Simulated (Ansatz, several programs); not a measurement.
LiTlS2, ordered on the zincblende lattice (P-4m2) with 4 atoms a cell, relaxed with PBE in Ansatz (plane waves, PAW): it is tetragonal, P-4m2 (No. 115); conventional cell a = 4.109 Å, c = 5.757 Å, 24.29 Å³ an atom. Li has 4 S at 2.44 Å; S has 2 Li at 2.44 Å and 2 Tl at 2.58 Å; Tl has 4 S at 2.58 Å. The cell was then scaled with its shape and fractional coordinates held, which makes it stiffer than a relaxed compression. Computed, not measured; no magnetism was allowed, and whether the structure is a known phase isn't checked.

```csv
V (Å³/atom),E (meV/atom)
22.836,13.39
24.294,0.00
25.022,2.79
25.751,10.57
```

(1) Pass a cubic E = c₀ + c₁u + c₂u² + c₃u³, with u = V − 24.476 Å³, through these points.

(2) Where is the minimum, and what bulk modulus follows?

(3) Predict the energy and the pressure at the withheld volume, 23.565 Å³.

Results:

(1) c₀ = 0.18, c₁ = +1.966, c₂ = 5.403, c₃ = -0.4322 (meV and Å³).

(2) dE/du = 0 at u = -0.178, so V₀ = 24.30 Å³. B = V₀ d²E/dV² = 24.30 × (2c₂ + 6c₃u) = 24.30 × 11.268 = 274 meV/Å³, and 1 meV/Å³ is 0.16022 GPa: 44 GPa. A third-order Birch-Murnaghan fit to all five points gives 24.30 Å³ and 43 GPa.

(3) With u = -0.911: E ≈ 3.20 meV and P = −dE/dV ≈ +1.43 GPa. The run gives 3.16 meV and, from its stress, +1.43 GPa.
